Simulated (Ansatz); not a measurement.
# Si: the cost of one run

Method: DFT r2SCAN, scalar-relativistic, plane waves, PAW, in Ansatz 0.2.0.

## 1. The structure to begin with

It takes space group Fd-3m (No. 227, cubic). Conventional cell: a = 5.431 Å, b = 5.431 Å, c = 5.431 Å, α = 90.00°, β = 90.00°, γ = 90.00°. Si (site symmetry -43m) is surrounded by 4 Si at 2.35 Å.

As a file:

```
Si
1.0
     3.84030    0.00000    0.00000
    -1.92015    3.32579    0.00000
     0.00000    0.00000    9.40677
Si
6
Cartesian
  0.0000 0.0000 0.0000
  0.0000 0.0000 2.3517
  0.0000 2.2172 3.1356
  0.0000 2.2172 5.4873
  1.9201 1.1086 6.2712
  1.9201 1.1086 8.6229
```

## 2. Relaxing cell and atoms: Si, no spin

Contents of input.yaml:

```yaml
crystal:
  lattice:
    - [3.84029693, 0.0, 0.0]
    - [-1.920148465, 3.3257946995, 0.0]
    - [0.0, 0.0, 9.40676794]
  atoms:
    - { symbol: Si, position: [0.0, 0.0, 0.0] }
    - { symbol: Si, position: [0.0, 0.0, 0.25] }
    - { symbol: Si, position: [0.3333333333, 0.6666666667, 0.3333333333] }
    - { symbol: Si, position: [0.3333333333, 0.6666666667, 0.5833333333] }
    - { symbol: Si, position: [0.6666666667, 0.3333333333, 0.6666666667] }
    - { symbol: Si, position: [0.6666666667, 0.3333333333, 0.9166666667] }
scf:
  occupations: { method: gaussian, width: 0.03 }
output:
  forces: true
  stress: true
hamiltonian:
  xc: r2scan
kpoints:
  mp_grid: { grid: [8, 8, 4] }
relax:
  f_tol: 0.002
  cell: { stress_tol: 0.02 }
```

Run with:

```
> ansatz run input.yaml --threads 4 --pin off --max-ram 6144MiB --backend cpu --events-out ev --progress --plain --runs-dir out
```

**Question.** How long does this run take on 4 threads of Arm Neoverse N1, shared host, and how much memory does it need?

About 22 s, with a peak of 0.71 GiB.
